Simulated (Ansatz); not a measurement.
# C4H7AlO3: ionisation energy by level of theory

One table from this session's results is given with a row withheld; the runs are named, their logs left out.

The runs use Ansatz 0.2.0, Gaussian basis; unrestricted cation, the program's frozen cores in correlated methods.

The runs, in order: UKS PBE-D4/def2-TZVPP; UKS r2SCAN-D4/def2-TZVPP; UKS PBE0-D4/def2-TZVPP; UKS B3LYP-D4/def2-TZVPP; UKS wB97X-V/def2-TZVPP; UKS wB97M-V/def2-TZVPP; UKS B2PLYP/def2-TZVPP; UHF-CCSD(T)/def2-TZVPP; UHF-MP2/def2-QZVPP; extrapolation to the limit; then −ε(HOMO) from the neutral's earlier runs with LDA (SPW92), PBE-D4, revPBE-D4, BLYP-D4, r2SCAN-D4, B97M-V, PBE0-D4, B3LYP-D4, r2SCANh-D4, r2SCAN0-D4, HSE06-D4, BHLYP-D4, CAM-B3LYP-D4, LC-ωPBE, ωB97X-V, ωB97M-V.

## The relaxed structure

The geometry comes from an earlier relaxation with PBE0-D4 in a triple-zeta def2 set; it is a stationary point, not always the lowest conformer.

15 atoms, charge 0, spin multiplicity 1.

Atoms are counted from 1 here; the program's logs count them from 0.

Bond lengths: C1–Al2 1.945 Å, C1–H9 1.094 Å, C1–H10 1.095 Å, C1–H11 1.095 Å, Al2–O3 1.709 Å, Al2–O4 1.843 Å, Al2–O8 1.843 Å, O3–H12 0.954 Å, O4–C5 1.265 Å, C5–C6 1.390 Å, C5–H13 1.095 Å, C6–C7 1.390 Å, C6–H14 1.081 Å, C7–O8 1.265 Å, C7–H15 1.095 Å. Angles: Al2–C1–H9 112.0°, Al2–C1–H10 111.7°, Al2–C1–H11 111.7°, H9–C1–H10 107.1°, H9–C1–H11 107.1°, H10–C1–H11 107.0°, C1–Al2–O3 123.0°, C1–Al2–O4 111.6°, C1–Al2–O8 111.6°, O3–Al2–O4 106.2°, O3–Al2–O8 106.1°, O4–Al2–O8 94.4°, Al2–O3–H12 123.4°, Al2–O4–C5 125.9°, O4–C5–C6 125.7°, O4–C5–H13 115.8°, C6–C5–H13 118.5°, C5–C6–C7 121.3° and more.

The first run:

in.yaml

```yaml
crystal:
  periodic: [false, false, false]
  atoms:
    - {symbol: C, position_ang: [-1.757455, 1.711431, -0.091653]}
    - {symbol: Al, position_ang: [-0.746860, 0.175588, 0.542925]}
    - {symbol: O, position_ang: [-1.189788, -0.723254, 1.926844]}
    - {symbol: O, position_ang: [1.041669, 0.573947, 0.740999]}
    - {symbol: C, position_ang: [2.004777, -0.060944, 0.222137]}
    - {symbol: C, position_ang: [1.891399, -1.097978, -0.695772]}
    - {symbol: C, position_ang: [0.651450, -1.522025, -1.157868]}
    - {symbol: O, position_ang: [-0.468571, -1.056659, -0.798852]}
    - {symbol: H, position_ang: [-1.308120, 2.156277, -0.984918]}
    - {symbol: H, position_ang: [-2.786051, 1.440669, -0.350184]}
    - {symbol: H, position_ang: [-1.815335, 2.499803, 0.665504]}
    - {symbol: H, position_ang: [-1.949913, -0.518460, 2.465065]}
    - {symbol: H, position_ang: [3.006201, 0.258942, 0.528263]}
    - {symbol: H, position_ang: [2.786832, -1.568125, -1.076147]}
    - {symbol: H, position_ang: [0.617763, -2.320012, -1.906843]}
basis:
  gaussian: {orbitals: def2-TZVPP}
total_charge: 1
magnetization: {spin_polarized: true, initial_magnetization: 1}
hamiltonian: {xc: pbe, dispersion: d4}
```

Command:

```bash
$ ansatz run in.yaml --threads 2 --pin off --events-out ev --progress --plain --max-ram 32768MiB --backend cuda --devices 0, --max-vram 18GiB
```

Among the steps run: Cation, UKS PBE-D4/def2-TZVPP; Cation, UKS r2SCAN-D4/def2-TZVPP; Cation, UKS PBE0-D4/def2-TZVPP; Cation, UKS B3LYP-D4/def2-TZVPP; Cation, UKS wB97X-V/def2-TZVPP; Cation, UKS wB97M-V/def2-TZVPP; Cation, UKS B2PLYP (frozen core)/def2-TZVPP; Cation, UHF-CCSD(T)/def2-TZVPP; Cation, UHF-MP2/def2-QZVPP.

One of the session's tables, all rows but one given; the rest of the session is left out.

It belongs to the step «Ionisation energies side by side». For comparison, −ε(HOMO) of the neutral from earlier runs:

| functional | −ε(HOMO) (eV) |
| --- | --- |
| LDA (SPW92) | 6.41 |
| PBE-D4 | 6.24 |
| revPBE-D4 | 6.17 |
| BLYP-D4 | ? |
| r2SCAN-D4 | 6.50 |
| B97M-V | 6.56 |
| PBE0-D4 | 7.51 |
| B3LYP-D4 | 7.30 |
| r2SCANh-D4 | 6.98 |
| r2SCAN0-D4 | 7.69 |
| HSE06-D4 | 7.11 |
| BHLYP-D4 | 8.60 |
| CAM-B3LYP-D4 | 8.84 |
| LC-ωPBE | 10.12 |
| ωB97X-V | 9.79 |
| ωB97M-V | 9.69 |

Q: Estimate the row for BLYP-D4 from the others.

Worked estimate for «−ε(HOMO) (eV)». Against the share of exact exchange, B3LYP-D4 (0.2, 7.30), BHLYP-D4 (0.5, 8.60) give a slope of 4.33 per unit share; at 0 the line stands at 6.43.

As computed: −ε(HOMO) (eV): 6.11. In «−ε(HOMO) (eV)» the line misses by +0.32.
